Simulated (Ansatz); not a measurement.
What does this script print? It uses Ansatz's Python interface.

`run_scan.py`
```python
"""Potential curve of AlBrH3N along one bond."""

import ansatz
from ase import Atoms
import numpy as np


def main() -> None:
    atoms = Atoms(["N", "Al", "Br", "H", "H", "H"], positions=[
        (-0.8276, 0.0767, -0.8039),
        (0.3215, -0.1511, 0.6445),
        (1.4756, -2.1943, 0.8303),
        (-1.1636, 1.1086, -0.7369),
        (-0.3018, 0.0733, -1.7061),
        (0.538, 1.0228, 1.7259),
    ])
    albrh3n = ansatz.Crystal.molecule_from_ase(atoms)

    symbols = [site.symbol for site in albrh3n.cartesian_sites]
    start = np.array([site.position_ang for site in albrh3n.cartesian_sites])
    axis = (start[2] - start[1]) / np.linalg.norm(start[2] - start[1])
    moving = [2]
    lengths, energies = [2.071, 2.166, 2.26, 2.354, 2.448, 2.542, 2.636, 2.778], []
    for length in lengths:
        xyz = start.copy()
        xyz[moving] += (length - np.linalg.norm(start[2] - start[1])) * axis
        point = ansatz.Crystal.molecule()
        for symbol, place in zip(symbols, xyz):
            point = point.atom(symbol, place.tolist())
        calculation = point.calculation()
        calculation = calculation.basis(gaussian="def2-SVP").functional("cam_b3lyp")
        data = calculation.run(threads=1, pin="off").report
        energies.append(data["free_energy_ev"])
        print(f"r = {length:6.3f} A  E = {energies[-1]:.5f} eV  <S^2> = {abs(data['mean_field']['state']['spin_squared']):.3f}")

    # quartic fit about the minimum
    fit = np.polynomial.Polynomial.fit(lengths, np.array(energies) - min(energies), 4).convert()
    roots = [r.real for r in fit.deriv().roots() if abs(r.imag) < 1e-9 and fit.deriv(2)(r.real) > 0]
    r_e = min(roots, key=lambda r: abs(r - lengths[int(np.argmin(energies))]))
    print(f"minimum of the fit at {r_e:.4f} A, force constant {fit.deriv(2)(r_e):.2f} eV/A^2")


if __name__ == "__main__":
    main()
```

```console
$ python run_scan.py
r =  2.071 A  E = -78175.12181 eV  <S^2> = 0.000
r =  2.166 A  E = -78175.35804 eV  <S^2> = 0.000
r =  2.260 A  E = -78175.41307 eV  <S^2> = 0.000
r =  2.354 A  E = -78175.34570 eV  <S^2> = 0.000
r =  2.448 A  E = -78175.19532 eV  <S^2> = 0.000
r =  2.542 A  E = -78174.99024 eV  <S^2> = 0.000
r =  2.636 A  E = -78174.75076 eV  <S^2> = 0.000
r =  2.778 A  E = -78174.35498 eV  <S^2> = 0.000
minimum of the fit at 2.2505 A, force constant 14.51 eV/A^2
```

Notes:
- Total energies depend on the basis set; only differences at equal settings carry meaning.
- The rest of the molecule is held rigid at a force-field or estimated start geometry, and the basis set is modest; single-reference methods fail as a bond breaks.
- The orbitals are restricted, so S² is zero by construction.
- Finished in 18 s on 1 thread of Arm Neoverse V2, on a shared host, peak memory 0.24 GiB.

(Lines on the test bed's own set-up are left out of the output.)
